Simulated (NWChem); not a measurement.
# One shape, several levels: CH3ClSb (SMILES [CH3][Sb][Cl])

Aim: a comparison of 5 runs (UHF/STO-3G, UHF/3-21G, UBP86/3-21G, UPBE/def2-SVP, UTPSS/def2-SVP) of CH3ClSb. 

The calculation is run with NWChem 7.3.0.

## 1. The molecule

CH3ClSb has 6 atoms, charge 0, and is taken as a doublet. SMILES: `[CH3][Sb][Cl]`. The shape is that of a PBE0-D4/def2-TZVP optimisation.

Bond lengths: C1–Sb2 2.149 Å, Sb2–Cl3 2.356 Å, C1–H4 1.090 Å, C1–H5 1.090 Å, C1–H6 1.092 Å. Angles: C1–Sb2–Cl3 94.3°, Sb2–C1–H4 109.4°, Sb2–C1–H5 109.5°, Sb2–C1–H6 109.1°, H4–C1–H5 109.5°, H4–C1–H6 109.7°, H5–C1–H6 109.7°.

## 2. Energy and gradient at UHF/STO-3G (run 1)

The input, job.xyz:

```xyz
6

C     -0.321000     0.513400    -0.308000
Sb    -0.064700    -0.602500     1.510900
Cl     1.523000    -2.079600     0.589600
H     -0.670700    -0.153200    -1.096600
H      0.631700     0.954900    -0.601000
H     -1.056200     1.303000    -0.141200
```

The input, run.py:

```python
from ase.io import read
from ase.calculators.nwchem import NWChem

mol = read('job.xyz')

calc = NWChem(
    label='job',
    theory='scf',
    memory='2200 mb',
    basis='STO-3G',
    basispar='spherical bse',
    scf={'nopen': '1', 'uhf': None, 'thresh': '1e-08', 'maxiter': '80'},
)
mol.calc = calc

forces = mol.get_forces()
print("Total energy (eV):", round(mol.get_potential_energy(), 6))
print("forces (eV/A):")
for s, f in zip(mol.symbols, forces):
    print(f"{s:2s} {f[0]:10.5f} {f[1]:10.5f} {f[2]:10.5f}")
```

Launch:

```console
$ export ASE_NWCHEM_COMMAND="nwchem PREFIX.nwi > PREFIX.nwo"
$ python run.py
```

The program printed:

```text
Total energy (eV): -183544.909755
forces (eV/A):
C     0.11884   -0.36103    0.48100
Sb   -0.25099    0.31938   -0.04577
Cl    0.12768   -0.08464   -0.15005
H     0.11153    0.43812    0.09148
H    -0.44105   -0.03450   -0.11935
H     0.33399   -0.27732   -0.25732
```

The calculator wrote job.nwi:

```
title "job"

permanent_dir job

scratch_dir job

start job

geometry units angstrom nocenter noautosym noautoz
  C  -3.2100000000000001e-01 5.1339999999999997e-01 -3.0800000000000000e-01
  Sb -6.4699999999999994e-02 -6.0250000000000004e-01 1.5108999999999999e+00
  Cl 1.5229999999999999e+00 -2.0796000000000001e+00 5.8960000000000001e-01
  H  -6.7069999999999996e-01 -1.5320000000000000e-01 -1.0966000000000000e+00
  H  6.3170000000000004e-01 9.5489999999999997e-01 -6.0099999999999998e-01
  H  -1.0562000000000000e+00 1.3029999999999999e+00 -1.4119999999999999e-01
end

memory 2200 mb

basis spherical bse noprint
   * library STO-3G
end

scf
  nopen 1
  uhf
  thresh 1e-08
  maxiter 80
end

task scf gradient
```

job.nwo:

```text
Northwest Computational Chemistry Package (NWChem) 7.3.0
             --------------------------------------------------------

           Job information
           ---------------

    nwchem branch   = 7.3.0
    use scalapack   = T
    input           = job.nwi
    prefix          = job.
    data base       = job/job.db
    status          = startup
    nproc           =        1

           Memory information
           ------------------

    heap     =     72089596 doubles =      550.0 Mbytes
    stack    =     72089601 doubles =      550.0 Mbytes
    global   =    144179200 doubles =     1100.0 Mbytes (distinct from heap & stack)
    total    =    288358397 doubles =     2200.0 Mbytes
    verify   = yes
    hardfail = no

[... 39 lines left out ...]
            Nuclear Dipole moment (a.u.)
[... 83 lines left out ...]
 1-e energy   =   -9985.171301
[... 7 lines left out ...]
         Quadratically convergent UHF
[... 14 lines left out ...]
       Final UHF  results
[... 3 lines left out ...]
      One electron energy =  -9980.763307024383
[... 1 line left out ...]
 Nuclear repulsion energy =    333.272471146946
[... 56 lines left out ...]
          Final beta eigenvalues
[... 220 lines left out ...]
                     UHF Final Beta Molecular Orbital Analysis
[... 256 lines left out ...]
                 ----------------------------------------
                 |  Time  |  1-e(secs)   |  2-e(secs)   |
                 ----------------------------------------
                 |  CPU   |       0.00   |       1.49   |
                 ----------------------------------------
                 |  WALL  |       0.00   |       1.49   |
                 ----------------------------------------

 Task  times  cpu:        5.7s     wall:        5.7s
 Total times  cpu:        5.7s     wall:        5.7s
```

It took 6.9 s on 1 thread of Intel Xeon 6975P-C (Granite Rapids), shared host; peak memory 0.094 GiB.

## 3. Energy and forces at UHF/3-21G (run 2)

The input, job.nw:

```
start job
title "CH3ClSb gradient"
memory total 2200 mb
charge 0

geometry noautosym nocenter noautoz
C       -0.321000       0.513400      -0.308000
Sb      -0.064700      -0.602500       1.510900
Cl       1.523000      -2.079600       0.589600
H       -0.670700      -0.153200      -1.096600
H        0.631700       0.954900      -0.601000
H       -1.056200       1.303000      -0.141200
end

basis spherical bse
* library 3-21G
end

scf
doublet
uhf
thresh 1e-08
maxiter 80
end

task scf gradient
```

Launch:

```console
$ nwchem job.nw > job.out
```

The program printed:

```text
[...]
  functions       =    59
[...]
  wavefunction    = UHF
[...]
         Total SCF energy =  -6782.402777199601
      One electron energy = -10014.145577841642
      Two electron energy =   2898.470329495095
 Nuclear repulsion energy =    333.272471146946
                       Sz =      0.5000
                 Sz(Sz+1) =      0.7500
                      S^2 =      0.7574
[...]
                         UHF ENERGY GRADIENTS
    atom               coordinates                        gradient
                 x          y          z           x          y          z
   1 C      -0.606602   0.970185  -0.582036    0.000731  -0.004169   0.007535
   2 Sb     -0.122265  -1.138560   2.855187    0.024925  -0.018879  -0.024118
   3 Cl      2.878053  -3.929874   1.114182   -0.025801   0.023959   0.015046
   4 H      -1.267439  -0.289506  -2.072274   -0.001796  -0.005474  -0.002020
   5 H       1.193740   1.804499  -1.135725    0.005889   0.001107   0.000921
   6 H      -1.995929   2.462313  -0.266829   -0.003948   0.003456   0.002636
[...]
```

Run time: 7.5 s. Hardware: 1 thread of Intel Xeon 6975P-C (Granite Rapids), shared host; peak memory 0.097 GiB.

Runs 3 to 4 aren't shown in full; the table further down has their settings and results.

## 4. Energy and forces at UTPSS/def2-SVP (core potential) (run 5)

The input, ch3clsb.nw:

```
start ch3clsb
title "CH3ClSb TPSS"
memory 2200 mb

geometry noautosym nocenter noautoz
  C       -0.321000       0.513400      -0.308000
  Sb      -0.064700      -0.602500       1.510900
  Cl       1.523000      -2.079600       0.589600
  H       -0.670700      -0.153200      -1.096600
  H        0.631700       0.954900      -0.601000
  H       -1.056200       1.303000      -0.141200
end

basis spherical bse
  * library def2-SVP
end

ecp bse
  Sb library def2-SVP
end

dft
  xc xtpss03 ctpss03
  mult 2
  grid xfine
  convergence energy 1e-08
  maxiter 100
  mulliken
end

task dft gradient
```

Launch:

```console
$ nwchem ch3clsb.nw > ch3clsb.out
```

The program printed:

```text
[...]
          Wavefunction type:  spin polarized.
          No. of atoms     :     6
          No. of electrons :    49
[...]
          Charge           :     0
          Spin multiplicity:     2
[...]
          AO basis - number of functions:    73
[...]
              XC Information
              --------------
                  TPSS metaGGA Exchange Functional  1.000
             TPSS03 metaGGA Correlation Functional  1.000
[...]
 d= 0,ls=0.0,diis     1   -740.0965483412 -9.09D+02  9.25D-03  7.81D-02     4.0
[...]
 d= 0,ls=0.0,diis    11   -740.1411026824 -3.12D-09  7.74D-07  1.81D-09    41.2
[...]
         Total DFT energy =     -740.141102682443
      One electron energy =    -1444.368967191559
           Coulomb energy =      589.740782927480
    Exchange-Corr. energy =      -54.130388499811
 Nuclear repulsion energy =      168.617470081447
[...]
      Total Density - Mulliken Population Analysis
     ---------------------------------------------
    Atom       Charge   Shell Charges
 -----------   ------   -------------------------------------------------------
    1 C    6     6.28   1.99  0.90  0.27  2.08  1.02  0.02
    2 Sb  23    22.62  -0.07  2.11  1.38  0.49  3.06  2.96  1.58  0.98  9.75  0.39
    3 Cl  17    17.31   2.00  1.99  1.26  0.73  5.93  2.12  3.27  0.02
    4 H    1     0.92   0.74  0.16  0.02
    5 H    1     0.92   0.74  0.16  0.02
    6 H    1     0.94   0.75  0.17  0.02
[...]
      <S2> =      0.7527 (Exact =     0.7500)
[...]
  wavefunction    = open shell
                         DFT ENERGY GRADIENTS
    atom               coordinates                        gradient
                 x          y          z           x          y          z
   1 C      -0.606602   0.970185  -0.582036    0.000499  -0.001289   0.001705
   2 Sb     -0.122265  -1.138560   2.855187    0.007818  -0.002599  -0.015001
   3 Cl      2.878053  -3.929874   1.114182   -0.009277   0.008706   0.005195
   4 H      -1.267439  -0.289506  -2.072274    0.002627   0.004771   0.006426
   5 H       1.193740   1.804499  -1.135725   -0.007191  -0.003557   0.002723
   6 H      -1.995929   2.462313  -0.266829    0.005524  -0.006033  -0.001047
[...]
```

Run time: 52 s. Hardware: 1 thread of Intel Xeon 6975P-C (Granite Rapids), shared host; peak memory 0.14 GiB.

## 5. All runs side by side

| run | level | iteration cap | module | energy (Eh) | dipole moment (D) | HOMO energy (eV) | LUMO energy (eV) | wall time |
| --- | --- | --- | --- | --- | --- | --- | --- | --- |
| 1 | UHF/STO-3G | 80 | scf | -6745.151077 | 3.10 | -6.62 | 3.53 | 6.9 s |
| 2 | UHF/3-21G | 80 | scf | -6782.402777 | 4.03 | -8.63 | 0.29 | 7.5 s |
| 3 | UBP86/3-21G | 100 | dft | -6786.530260 | 3.14 | -4.92 | -3.84 | 18 s |
| 4 | UPBE/def2-SVP (core potential) | 100 | dft | -739.950094 | 2.33 | -4.68 | -3.54 | 36 s |
| 5 | UTPSS/def2-SVP (core potential) | 100 | dft | -740.141103 | 2.45 | -4.83 | -3.53 | 52 s |

## 6. Results

```
                                 quantity          value
                      run 5: total energy  -740.14110 Eh
                     run 5: dipole moment         2.45 D
run 5: HOMO energy (highest over α and β)       -4.83 eV
 run 5: LUMO energy (lowest over α and β)       -3.53 eV
                              run 5: ⟨S²⟩          0.753
          run 5: largest force on an atom     0.880 eV/Å
```

What this shows: The dipole moment (its size) runs from 2.33 D (UPBE/def2-SVP) to 4.03 D (UHF/3-21G). The two ends differ in method and basis and core potential. Totals of different functionals can't be ranked against each other. Some runs of one species differ in core potentials or relativity; totals across that change don't compare. In run 1 the basis is minimal, so the values are rough. In runs 1, 2, 3 relativity is left out where basis or elements ask for it. All runs together took 2 min, the longest 52 s.
